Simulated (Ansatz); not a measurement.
# One shape, several levels: quartet InSiH3ClO

Wanted: a comparison of 6 runs (UHF/STO-3G, U-r2SCAN/def2-SVP, U-revPBE/def2-SVP, UHSE06/def2-SVP, RPA@PBE/def2-SVP, UCCSD(T)/def2-SVP) of quartet InSiH3ClO. 

The calculation is run with Ansatz 0.2.0.

113 further runs of the same task are left out: 113 set aside as unsound or not needed.

## Step 1: The system as given

InSiH3ClO: 7 atoms, total charge 0, spin state quartet. SMILES of the parent species: `[SiH3][O][In][Cl]`. Geometry: relaxed at PBE0-D4/def2-TZVP. This is one conformer, not always the lowest. That shape belongs to the parent species and isn't relaxed for this state.

Bond lengths: Si1–O2 1.634 Å, O2–In3 1.993 Å, In3–Cl4 2.351 Å, Si1–H5 1.491 Å, Si1–H6 1.486 Å, Si1–H7 1.491 Å. Angles: Si1–O2–In3 137.3°, O2–In3–Cl4 115.6°, O2–Si1–H5 111.6°, O2–Si1–H6 108.5°, O2–Si1–H7 111.6°, H5–Si1–H6 108.8°, H5–Si1–H7 107.5°, H6–Si1–H7 108.8°.

## Step 2: A single-point energy at UHF/STO-3G (run 1)

Input file run.yaml:

```yaml
crystal:
  periodic: [false, false, false]
  atoms:
    - {symbol: Si, position_ang: [0.016600, 1.144600, 0.460800]}
    - {symbol: O, position_ang: [0.203700, -0.441600, 0.114500]}
    - {symbol: In, position_ang: [-0.437600, -1.723300, -1.270600]}
    - {symbol: Cl, position_ang: [0.330700, -3.933200, -1.041200]}
    - {symbol: H, position_ang: [0.496200, 2.009500, -0.655300]}
    - {symbol: H, position_ang: [0.803700, 1.457800, 1.681900]}
    - {symbol: H, position_ang: [-1.413400, 1.486100, 0.709900]}
basis:
  gaussian:
    orbitals: STO-3G
magnetization:
  spin_polarized: true
  initial_magnetization: 3
hamiltonian:
  xc: hf
accuracy: high
output: {orbitals: {seedname: orbitals}}
```

On the command line:

```console
$ ansatz run run.yaml --threads 1 --pin off --max-ram 3480MiB --events-out events.jsonl --progress --plain --runs-dir runs
```

What it wrote:

```text
Warning: RAYON_NUM_THREADS=1 ignored (pool sized by the plan → 1); use --threads N
Functional definition: HF
  name "HF"
  exchange = exact_x
  correlation = 0
1015 factors; integrals over basis functions are off by at most 3.3e-8 eV
mean field evaluation 1: about -176832.3711 eV, gradient 1.4e1 eV
mean field evaluation 2: about -176832.4920 eV, gradient 1.4e1 eV
mean field evaluation 4: about -176836.5152 eV, gradient 2.4e0 eV
mean field evaluation 8: about -176836.6559 eV, gradient 5.0e-4 eV
mean field evaluation 16: about -176836.4616 eV, gradient 1.1e0 eV
mean field evaluation 32: about -176836.4980 eV, gradient 3.6e-1 eV
mean field evaluation 64: about -176832.3755 eV, gradient 1.4e1 eV
mean field -176836.65366935 eV, -6498.6271581597 hartree, gradient 3.4e-8 eV, S^2 3.757275; 2 other end points of the search recorded, 0 dependent functions left out
reference -176836.65366935 eV, -6498.6271581597 hartree; 47, 44 occupied and 6, 9 virtual orbitals, 1015 factors
Total energy: -176836.65366935 eV, -6498.6271581597 hartree
```

Run time: 3.6 s. Hardware: 1 thread of Arm Neoverse V2, shared host; peak memory 0.22 GiB.

## Step 3: The energy at U-r2SCAN/def2-SVP (core potential) (run 2)

Input file input.yaml:

```yaml
crystal:
  periodic: [false, false, false]
  atoms:
    - {symbol: Si, position_ang: [0.016600, 1.144600, 0.460800]}
    - {symbol: O, position_ang: [0.203700, -0.441600, 0.114500]}
    - {symbol: In, position_ang: [-0.437600, -1.723300, -1.270600]}
    - {symbol: Cl, position_ang: [0.330700, -3.933200, -1.041200]}
    - {symbol: H, position_ang: [0.496200, 2.009500, -0.655300]}
    - {symbol: H, position_ang: [0.803700, 1.457800, 1.681900]}
    - {symbol: H, position_ang: [-1.413400, 1.486100, 0.709900]}
basis:
  gaussian:
    orbitals: def2-SVP
output: {orbitals: {seedname: orbitals}}
accuracy: high
magnetization:
  spin_polarized: true
  initial_magnetization: 3
hamiltonian:
  xc: {name: r2SCAN}
```

On the command line:

```console
$ ansatz run input.yaml --threads 1 --pin off --max-ram 3480MiB --events-out events.jsonl --progress --plain --runs-dir runs
```

What it wrote:

```text
Warning: RAYON_NUM_THREADS=1 ignored (pool sized by the plan → 1); use --threads N
Functional definition: r2SCAN
  name "r2SCAN"
  parameter k0 = 0.174
  parameter k1 = 0.065
  parameter a1 = 4.9479
  exchange = r2scan_x(k0 = k0, k1 = k1, a1 = a1)
  correlation = r2scan_c
2009 factors; integrals over basis functions are off by at most 8.1e-9 eV
mean field evaluation 1: about -27649.7399 eV, gradient 4.2e1 eV
mean field evaluation 2: about -27514.2017 eV, gradient 1.3e2 eV
mean field evaluation 4: about -27652.5346 eV, gradient 2.5e1 eV
mean field evaluation 8: about -27657.3244 eV, gradient 1.1e1 eV
mean field evaluation 16: about -27658.4328 eV, gradient 1.2e-2 eV
mean field evaluation 32: about -27651.5721 eV, gradient 2.0e1 eV
mean field evaluation 64: about -27658.2271 eV, gradient 1.5e-2 eV
mean field evaluation 96: about -27658.1242 eV, gradient 2.2e-2 eV
mean field -27658.43283107 eV, -1016.4286589826 hartree, gradient 2.3e-8 eV, S^2 3.757933; 8 other end points of the search recorded, 0 dependent functions left out
reference -27658.43283713 eV, -1016.4286592055 hartree; 33, 30 occupied and 58, 61 virtual orbitals, 2009 factors
Total energy: -27658.43283713 eV, -1016.4286592055 hartree
```

Wall time 98 s (1 thread of Arm Neoverse V2, shared host); peak memory 0.52 GiB.

Runs 3 to 5 aren't shown in full; the table further down has their settings and results.

## Step 4: A single-point energy at UCCSD(T)/def2-SVP (core potential) (run 6)

Input file in.yaml:

```yaml
crystal:
  periodic: [false, false, false]
  atoms:
    - {symbol: Si, position_ang: [0.016600, 1.144600, 0.460800]}
    - {symbol: O, position_ang: [0.203700, -0.441600, 0.114500]}
    - {symbol: In, position_ang: [-0.437600, -1.723300, -1.270600]}
    - {symbol: Cl, position_ang: [0.330700, -3.933200, -1.041200]}
    - {symbol: H, position_ang: [0.496200, 2.009500, -0.655300]}
    - {symbol: H, position_ang: [0.803700, 1.457800, 1.681900]}
    - {symbol: H, position_ang: [-1.413400, 1.486100, 0.709900]}
basis:
  gaussian:
    orbitals: def2-SVP
magnetization:
  spin_polarized: true
  initial_magnetization: 3
correlation:
  method: ccsd_t
  frozen_orbitals: {Cl: 5, H: 0, In: 4, O: 1, Si: 5}
accuracy: high
scf:
  omitted_lower_state_checks: [cluster_reference, increment]
```

On the command line:

```console
$ ansatz run in.yaml --threads 1 --pin off --max-ram 3480MiB --events-out events.jsonl --progress --plain --runs-dir runs
```

What it wrote:

```text
Warning: RAYON_NUM_THREADS=1 ignored (pool sized by the plan → 1); use --threads N
[... 15 lines left out ...]
15 core orbitals not correlated: weight in the atoms' cores, before any rotation towards them, 1.000 or more for the frozen orbitals, at most 0.000 for the correlated occupied ones
[... 45 lines left out ...]
Total energy: -27602.56403330 eV, -1014.3755185340 hartree
Checks for a lower state left out: cluster_reference, increment
```

Wall time 3.2 min (1 thread of Arm Neoverse V2, shared host); peak memory 0.99 GiB.

## Step 5: All runs side by side

| run | level | core potential | frozen core orbitals | energy (Eh) | HOMO energy (eV) | ⟨S²⟩ | wall time |
| --- | --- | --- | --- | --- | --- | --- | --- |
| 1 | UHF/STO-3G | none | – | -6498.627158 | -1.89 | 3.757 | 3.6 s |
| 2 | U-r2SCAN/def2-SVP (core potential) | def2-SVP | – | -1016.428659 | -2.69 | 3.758 | 98 s |
| 3 | U-revPBE/def2-SVP (core potential) | def2-SVP | – | -1016.326562 | -2.38 | 3.754 | 39 s |
| 4 | UHSE06/def2-SVP (core potential) | def2-SVP | – | -1016.061089 | -2.93 | 3.758 | 48 s |
| 5 | RPA@PBE/def2-SVP (core potential) | def2-SVP | 15 | -1014.637404 | – | 3.753 | 57 s |
| 6 | UCCSD(T)/def2-SVP (core potential) | def2-SVP | 15 | -1014.375519 | – | 3.763 | 3.2 min |

## Step 6: What came out

```
                                           quantity           value
                                run 6: total energy  -1014.37552 Eh
run 6: correlation energy (15 core orbitals frozen)      -492.9 mEh
                              run 6: (T) correction      -11.77 mEh
           run 6: ⟨S²⟩ of the reference determinant           3.763
                               run 6: T1 diagnostic           0.027
```

**Reading.** Totals of different functionals can't be ranked against each other. Some runs of one species differ in core potentials or relativity; totals across that change don't compare. In run 1 the basis is minimal, so the values are rough. In run 1 relativity is left out where basis or elements ask for it. All runs together took 7.2 min, the longest 3.2 min.
